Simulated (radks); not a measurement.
# Exchange and kinetic functionals tested on atomic densities: Fe¹⁹⁺, Tl⁺, Ag, Hf²⁶⁺, Zn

One table from this session's results is given with a row withheld; the runs are named, their logs left out.

Method: non-relativistic Kohn-Sham, exchange-only B88, spin-polarised, spherical densities, point nucleus; open shells are filled with parallel spins first. Code: radks (a radial shooting solver on a logarithmic mesh, Libxc functionals) version 1.

## What is computed

| Quantity | Value |
| --- | --- |
| species | Fe¹⁹⁺ ([He] 2s2 2p3), Tl⁺ ([Hg]), Ag ([Kr] 4d10 5s1), Hf²⁶⁺ ([Kr] 4d10), Zn ([Ar] 3d10 4s2) |

Set-up of the first run:

The run's settings:

```text
Z 26
configuration [He] 2s2 2p3
relativity non-relativistic
functional b88,
spin polarised
nucleus point
```

Steps of the session up to this table: Fe¹⁹⁺, [He] 2s2 2p3.

One table of the session follows, with a row left open; its other results are not shown here.

It belongs to the step «Fe¹⁹⁺, [He] 2s2 2p3». Radial moments (bohr):

```
  level      <r>  outermost maximum (interpolated)  90 % within
  1s up  0.05900                            0.0389        0.105
1s down        ?                                 ?            ?
  2s up   0.2539                             0.217        0.389
2s down   0.2559                             0.218        0.392
  2p up   0.2184                             0.172        0.353
2p down   0.2206                             0.173        0.357
```

Q: Estimate the row for 1s down from the others.

As computed: <r>: 0.05888; outermost maximum (interpolated): 0.0389; 90 % within: 0.105. In the column «<r>» it is the lowest.
